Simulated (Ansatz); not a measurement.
**CH5AlOSe: one species, many methods**

The task here is to estimate one member of a computed series from the others.

Program: Ansatz 0.2.0, Gaussian basis. Level of theory: functionals in def2-TZVPP, the program's frozen cores in correlated methods. These are calculated values, not measurements.

Levels to be run: LDA (SPW92), PBE-D4, revPBE-D4, BLYP-D4, r2SCAN-D4, B97M-V, PBE0-D4, B3LYP-D4, r2SCANh-D4, r2SCAN0-D4, HSE06-D4, BHLYP-D4, CAM-B3LYP-D4, LC-ωPBE, ωB97X-V, ωB97M-V, B2PLYP, PBE-QIDH; CCSD(T)/def2-SVP; CCSD(T)/def2-TZVPP; MP2/def2-QZVPP; extrapolation to the limit; RPA on PBE.

## The relaxed structure

The geometry comes from an earlier relaxation with PBE0-D4 in a triple-zeta def2 set; it is a stationary point, not always the lowest conformer.

SMILES `[CH3][Al]([OH])[SeH]`, 9 atoms, charge 0, spin multiplicity 1.

Atoms are counted from 1 here; the program's logs count them from 0.

Bond lengths: C1–Al2 1.936 Å, C1–H5 1.094 Å, C1–H6 1.093 Å, C1–H7 1.093 Å, Al2–O3 1.694 Å, Al2–Se4 2.330 Å, O3–H8 0.955 Å, Se4–H9 1.469 Å. Angles: Al2–C1–H5 110.6°, Al2–C1–H6 111.7°, Al2–C1–H7 111.0°, H5–C1–H6 107.2°, H5–C1–H7 107.6°, H6–C1–H7 108.5°, C1–Al2–O3 119.5°, C1–Al2–Se4 120.0°, O3–Al2–Se4 120.5°, Al2–O3–H8 124.9°, Al2–Se4–H9 92.7°.

As a file:

```xyz
9

C     0.73376    0.99923   -1.07655
Al   -0.09232   -0.21876    0.18118
O     0.19654   -1.88256    0.04315
Se   -1.48403    0.60534    1.85775
H     0.03328    1.26091   -1.87551
H     1.03810    1.93225   -0.59562
H     1.61228    0.54628   -1.54198
H    -0.18006   -2.55088    0.61185
H    -1.76915   -0.73793    2.37864
```

The first run:

Contents of in.yaml:

```yaml
crystal:
  periodic: [false, false, false]
  atoms:
    - {symbol: C, position_ang: [0.733762, 0.999232, -1.076554]}
    - {symbol: Al, position_ang: [-0.092320, -0.218756, 0.181178]}
    - {symbol: O, position_ang: [0.196541, -1.882557, 0.043152]}
    - {symbol: Se, position_ang: [-1.484026, 0.605343, 1.857749]}
    - {symbol: H, position_ang: [0.033277, 1.260913, -1.875511]}
    - {symbol: H, position_ang: [1.038099, 1.932248, -0.595624]}
    - {symbol: H, position_ang: [1.612280, 0.546283, -1.541982]}
    - {symbol: H, position_ang: [-0.180064, -2.550879, 0.611852]}
    - {symbol: H, position_ang: [-1.769150, -0.737927, 2.378640]}
basis:
  gaussian: {orbitals: def2-TZVPP}
hamiltonian: {xc: lda}
output: {orbitals: {seedname: orbitals}}
```

Steps of the session up to this table: LDA; PBE-D4 (GGA); revPBE-D4 (GGA); BLYP-D4 (GGA); r2SCAN-D4 (meta-GGA); B97M-V (meta-GGA); PBE0-D4 (hybrid); B3LYP-D4 (hybrid); r2SCANh-D4 (hybrid); r2SCAN0-D4 (hybrid); HSE06-D4 (hybrid); BHLYP-D4 (hybrid); CAM-B3LYP-D4 (range-separated); LC-ωPBE (range-separated); ωB97X-V (range-separated); ωB97M-V (range-separated); B2PLYP (double hybrid); PBE-QIDH (double hybrid).

One table of the session follows, with a row left open; its other results are not shown here.

It belongs to the step «Frontier levels by functional». 

```
  functional  HOMO (eV)  gap (eV)
 LDA (SPW92)      -6.19      4.94
      PBE-D4      -6.05      5.02
   revPBE-D4      -5.99      5.08
     BLYP-D4      -5.87      4.87
   r2SCAN-D4          ?         ?
      B97M-V      -6.36      5.53
     PBE0-D4      -7.19      6.96
    B3LYP-D4      -6.94      6.41
  r2SCANh-D4      -6.76      6.43
  r2SCAN0-D4      -7.38      7.42
    HSE06-D4      -6.80      6.20
    BHLYP-D4      -8.16      8.62
CAM-B3LYP-D4      -8.46      9.05
     LC-ωPBE      -9.84     11.66
     ωB97X-V      -9.48     11.10
     ωB97M-V      -9.34     10.61
```

Q: Estimate the row for r2SCAN-D4 from the others.

Worked estimate for «HOMO (eV)». Against the share of exact exchange, r2SCANh-D4 (0.1, -6.76), r2SCAN0-D4 (0.25, -7.38) give a slope of -4.13 per unit share; at 0 the line stands at -6.35.

As computed: HOMO (eV): -6.34; gap (eV): 5.76. In «HOMO (eV)» the line misses by -0.01.
